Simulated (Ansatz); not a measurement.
# F3HSi: the cost of one run

Program: Ansatz 0.2.0. Level of theory: RKS PBE/6-31G*. These are calculated values, not measurements.

## 1. Starting point

Bond lengths: Si1–H2 1.460 Å, Si1–F3 1.590 Å, Si1–F4 1.589 Å, Si1–F5 1.589 Å. Angles: H2–Si1–F3 109.5°, H2–Si1–F4 109.5°, H2–Si1–F5 109.5°, F3–Si1–F4 109.5°, F3–Si1–F5 109.5°, F4–Si1–F5 109.5°.

Coordinates:

```xyz
5

Si    0.0000    0.0000    0.0000
H     0.0000    0.0000    1.4600
F     1.4994    0.0000   -0.5295
F    -0.7489    1.2974   -0.5295
F    -0.7489   -1.2974   -0.5295
```

## 2. Relaxing the start

input.yaml

```yaml
crystal:
  periodic: [false, false, false]
  atoms:
    - { symbol: Si, position_ang: [0.0, 0.0, 0.0] }
    - { symbol: H, position_ang: [0.0, 0.0, 1.46] }
    - { symbol: F, position_ang: [1.4994, 0.0, -0.5295] }
    - { symbol: F, position_ang: [-0.7489, 1.2974, -0.5295] }
    - { symbol: F, position_ang: [-0.7489, -1.2974, -0.5295] }
basis:
  gaussian: { orbitals: "6-31G*" }
hamiltonian:
  xc: pbe
relax:
  f_tol: 0.02
  max_steps: 40
output:
  orbitals: {}
```

Run with:

```console
$ ansatz run input.yaml --threads 1 --pin off --max-ram 2048MiB --backend cpu --events-out ev --progress --plain --runs-dir out
```

Q: Estimate wall time and peak memory on 1 thread of AMD EPYC 7R43 (Zen 3), shared host.

About 4.9 s, with a peak of 0.12 GiB.
